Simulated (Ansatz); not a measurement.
**CH₆BFSeSi: one species, many methods**

One table from this session's results is given with a row withheld; the runs are named, their logs left out.

Program: Ansatz 0.2.0, Gaussian basis. Level of theory: functionals in def2-TZVPP, the program's frozen cores in correlated methods. These are calculated values, not measurements.

Levels to be run: LDA (SPW92), PBE-D4, revPBE-D4, BLYP-D4, r2SCAN-D4, B97M-V, PBE0-D4, B3LYP-D4, r2SCANh-D4, r2SCAN0-D4, HSE06-D4, BHLYP-D4, CAM-B3LYP-D4, LC-ωPBE, ωB97X-V, ωB97M-V, B2PLYP, PBE-QIDH; CCSD(T)/def2-SVP; CCSD(T)/def2-TZVPP; MP2/def2-QZVPP; extrapolation to the limit; RPA on PBE.

**The geometry**

An earlier PBE0-D4 in a triple-zeta def2 set relaxation fixed the geometry.

11 atoms, charge 0, spin multiplicity 1.

Atoms are counted from 1 here; the program's logs count them from 0.

Bond lengths: B1–C2 1.538 Å, B1–Se4 2.242 Å, B1–H6 1.195 Å, B1–H7 1.193 Å, C2–F3 1.354 Å, C2–Se4 2.064 Å, C2–H8 1.087 Å, Se4–Si5 2.301 Å, Si5–H9 1.480 Å, Si5–H10 1.483 Å, Si5–H11 1.479 Å. Angles: C2–B1–Se4 63.0°, C2–B1–H6 117.2°, C2–B1–H7 119.3°, Se4–B1–H6 104.2°, Se4–B1–H7 110.1°, H6–B1–H7 122.4°, B1–C2–F3 121.4°, B1–C2–Se4 75.4°, B1–C2–H8 124.5°, F3–C2–Se4 111.8°, F3–C2–H8 109.7°, Se4–C2–H8 105.5°, B1–Se4–C2 41.6°, B1–Se4–Si5 99.0°, C2–Se4–Si5 95.7°, Se4–Si5–H9 109.8°, Se4–Si5–H10 103.5°, Se4–Si5–H11 110.6° and more.

Geometry (Å):

| atom | x (Å) | y (Å) | z (Å) |
| --- | --- | --- | --- |
| B1 | -1.0119 | 1.2844 | 0.4137 |
| C2 | -1.4201 | 0.0403 | -0.3925 |
| F3 | -0.8530 | -0.2436 | -1.5893 |
| Se4 | -0.3059 | -0.7010 | 1.1785 |
| Si5 | 1.6679 | -0.8586 | 0.0067 |
| H6 | -1.7730 | 1.6665 | 1.2520 |
| H7 | -0.0830 | 1.9378 | 0.0491 |
| H8 | -2.3877 | -0.4508 | -0.3200 |
| H9 | 1.5443 | -1.8882 | -1.0499 |
| H10 | 2.6446 | -1.2981 | 1.0331 |
| H11 | 2.0432 | 0.4542 | -0.5607 |

The first run:

in.yaml reads:

```yaml
crystal:
  periodic: [false, false, false]
  atoms:
    - {symbol: B, position_ang: [-1.011926, 1.284386, 0.413701]}
    - {symbol: C, position_ang: [-1.420125, 0.040273, -0.392508]}
    - {symbol: F, position_ang: [-0.852951, -0.243565, -1.589294]}
    - {symbol: Se, position_ang: [-0.305887, -0.701049, 1.178481]}
    - {symbol: Si, position_ang: [1.667918, -0.858586, 0.006681]}
    - {symbol: H, position_ang: [-1.773030, 1.666488, 1.251959]}
    - {symbol: H, position_ang: [-0.083001, 1.937831, 0.049057]}
    - {symbol: H, position_ang: [-2.387673, -0.450811, -0.320002]}
    - {symbol: H, position_ang: [1.544310, -1.888177, -1.049904]}
    - {symbol: H, position_ang: [2.644578, -1.298062, 1.033133]}
    - {symbol: H, position_ang: [2.043186, 0.454170, -0.560705]}
basis:
  gaussian: {orbitals: def2-TZVPP}
hamiltonian: {xc: lda}
output: {orbitals: {seedname: orbitals}}
```

Steps of the session up to this table: LDA; PBE-D4 (GGA); revPBE-D4 (GGA); BLYP-D4 (GGA); r2SCAN-D4 (meta-GGA); B97M-V (meta-GGA); PBE0-D4 (hybrid); B3LYP-D4 (hybrid); r2SCANh-D4 (hybrid); r2SCAN0-D4 (hybrid); HSE06-D4 (hybrid); BHLYP-D4 (hybrid); CAM-B3LYP-D4 (range-separated); LC-ωPBE (range-separated); ωB97X-V (range-separated); ωB97M-V (range-separated); B2PLYP (double hybrid); PBE-QIDH (double hybrid).

One table of the session follows, with a row left open; its other results are not shown here.

It belongs to the step «Frontier levels by functional». 

```
  functional  HOMO (eV)  gap (eV)
 LDA (SPW92)      -6.78      4.80
      PBE-D4      -6.65      4.89
   revPBE-D4      -6.59      4.92
     BLYP-D4      -6.47      4.83
   r2SCAN-D4      -6.90      5.36
      B97M-V      -7.01      5.44
     PBE0-D4      -7.76      6.92
    B3LYP-D4      -7.52      6.45
  r2SCANh-D4      -7.31      6.11
  r2SCAN0-D4      -7.93      7.22
    HSE06-D4      -7.37      6.15
    BHLYP-D4          ?         ?
CAM-B3LYP-D4      -8.99      9.21
     LC-ωPBE     -10.32     11.68
     ωB97X-V      -9.98     11.25
     ωB97M-V      -9.86     10.91
```

Estimate the missing values for BHLYP-D4.

Worked estimate for «HOMO (eV)». Against the share of exact exchange, BLYP-D4 (0, -6.47), B3LYP-D4 (0.2, -7.52) give a slope of -5.25 per unit share; at 0.5 the line stands at -9.09.

As computed: HOMO (eV): -8.71; gap (eV): 8.85. In «HOMO (eV)» the line misses by -0.38.
